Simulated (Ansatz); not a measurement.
A run of Ansatz 0.2.0:

input.yaml

```yaml
crystal:
  lattice:
    - [4.1981056157, 0.0, 0.0]
    - [-2.0990528078, 3.6356661109, 0.0]
    - [0.0, 0.0, 3.306847]
  atoms:
    - { symbol: Sn, position: [0.3333333333, 0.6666666667, 0.5] }
    - { symbol: Al, position: [0.0, 0.0, 0.0] }
hamiltonian:
  xc: pbe
  pseudopotentials: { kind: paw }
kpoints:
  mp_grid: { grid: [7, 7, 8] }
  band_path:
    path:
      - [[0.0, 0.0, 0.0], [0.5, 0.0, 0.0], [0.3333333333, 0.3333333333, 0.0], [0.0, 0.0, 0.0], [0.0, 0.0, 0.5], [0.5, 0.0, 0.5], [0.3333333333, 0.3333333333, 0.5], [0.0, 0.0, 0.5]]
      - [[0.5, 0.0, 0.5], [0.5, 0.0, 0.0]]
      - [[0.3333333333, 0.3333333333, 0.0], [0.3333333333, 0.3333333333, 0.5]]
    npoints: 14
scf:
  occupations: { method: fermi_dirac, width: 0.05 }
  n_extra_bands: 6
output:
  forces: true
  stress: true
  eigenvalues: true
  fatbands: true
```

Potentials or basis: Ansatz PAW.

Run with:

```bash
$ ansatz run input.yaml --threads 2 --pin off --max-ram 5632MiB --backend cpu --events-out ev --progress --plain --runs-dir out
```

Hardware: 2 threads of Arm Neoverse V1, with other jobs on the host.

Estimate the wall time of this run.

It took 5.8 s on 2 threads of Arm Neoverse V1, on a shared host, peak memory 0.32 GiB. Counts: scf iterations 6, plane waves 953, k points 40, bands 15.
